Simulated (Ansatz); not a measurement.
Write a Python script for Ansatz's Python interface that makes a ladder of methods at one geometry of CHNSe, SMILES N=C=[Se]. Use (for the species named): PBE, def2-SVP basis, multiplicity 1. The script varies functional: pbe, revpbe, pbe0, hf.

```xyz
4

N    -0.4228    0.5307   -0.6734
C     0.3044   -0.1194    0.0387
Se    1.5800   -1.1429    1.0511
H    -1.4061    0.6713   -0.4367
```

The script, `chnse_methods.py`:
```python
"""CHNSe at several levels of theory."""

from pathlib import Path

import ansatz as az
import numpy as np

BASIS_SET = "def2-SVP"


def main() -> None:
    system = (
        az.Crystal.molecule()
        .atom("N", [-0.4228, 0.5307, -0.6734])
        .atom("C", [0.3044, -0.1194, 0.0387])
        .atom("Se", [1.58, -1.1429, 1.0511])
        .atom("H", [-1.4061, 0.6713, -0.4367])
    )

    model = system.calculation().basis(gaussian=BASIS_SET)

    print("functional    E (Ha)        dipole (D)   HOMO (eV)  LUMO (eV)")
    for name in ["pbe", "revpbe", "pbe0", "hf"]:
        data = model.functional(name).forces().orbitals().run(runs_dir="runs").report
        lines = Path(data["orbitals_path"]).read_text().splitlines()
        field_of = lambda key: [line.split("=")[1].strip() for line in lines if line.startswith(key)]
        orbitals = [(27.211386 * float(e), s, float(n)) for e, s, n in zip(field_of("Ene="), field_of("Spin="), field_of("Occup="))]
        homo = max(e for e, _, n in orbitals if n > 0.5)
        lumo = min(e for e, _, n in orbitals if n < 0.5)
        dipole = 4.803205 * np.linalg.norm(data["charge_distribution"]["dipole_moment_e_ang"])
        print(f"{name:10s} {data['free_energy_ev'] / 27.211386246:14.6f} {dipole:9.3f} {homo:11.3f} {lumo:10.3f}")


if __name__ == "__main__":
    main()
```

Output of `python chnse_methods.py`:
```text
functional    E (Ha)        dipole (D)   HOMO (eV)  LUMO (eV)
pbe          -2494.146282     2.253      -5.710     -2.667
revpbe       -2494.397037     2.250      -5.676     -2.626
pbe0         -2494.211024     2.475      -6.826     -1.894
hf           -2492.323811     3.070      -9.203      1.726
```

The settings weren't tested for convergence. The geometry is a force-field or estimated start, not a minimum of this method, and the basis set is short of its limit. A lower total doesn't mark the better method: functionals have no common bound, and MP2 and coupled cluster aren't variational. Levels such as HOMO and LUMO are orbital energies: with these approximate functionals they aren't the ionisation energy and electron affinity, and their gap isn't the fundamental gap. The whole script took 4.3 s on 1 thread of Arm Neoverse V2, on a shared host, peak memory 0.19 GiB.

(Lines on the test bed's own set-up are left out of the output.)
